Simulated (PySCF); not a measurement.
# CH6Cl2OSi2: the cost of one run

The runs use PySCF 2.14.0, with density-fitted response routines of our own; the level of theory stands in each step. All values are computed, except where a source is named. Atoms count from 0, in the outputs and in this text.

### 1 Starting geometry

12 atoms, charge 0, multiplicity 1; geometry from: GFN2-xTB. The atoms were then displaced at random by about 0.01 Å, so the start is not that level's minimum.

Bonds of the start (Å): Si0–O1 1.64, O1–Si2 1.61, Si2–Cl3 2.02, Si2–C4 1.89, C4–Cl5 1.78, Si0–H6 1.45, Si0–H7 1.46, Si0–H8 1.50, Si2–H9 1.43, C4–H10 1.10, C4–H11 1.11.

### 2 Optimising the geometry at PBE0-D3(BJ)/def2-SVP

The job: settings as JSON, then the geometry in Å.

```
{"job": {"xc": "PBE0", "basis": "def2-SVP", "d3": "d3bj", "grid": 1, "shake": 0.01, "kind": "geom"}, "charge": 0, "multiplicity": 1}
Si     2.073120     0.661950    -0.328150
O      0.818350    -0.352830    -0.031630
Si    -0.517940    -1.091330     0.484270
Cl    -0.057960    -2.002350     2.226980
C     -1.866190     0.195570     0.822860
Cl    -2.229420     1.110350    -0.664430
H      3.078350     0.390240     0.674420
H      2.480290     0.363550    -1.697220
H      1.514210     2.044010    -0.179850
H     -0.880130    -2.035230    -0.533080
H     -2.806890    -0.255720     1.162040
H     -1.566110     0.943510     1.584180
```

The run is started by

```console
> OMP_NUM_THREADS=1 python probes_run.py task.json out
```

One launch serves the whole session: the jobs run in the order shown.

Q: Estimate the wall time and peak memory of this first job on 1 thread of Arm Neoverse V1, shared host.

About 3 min, with a peak of 0.56 GiB.
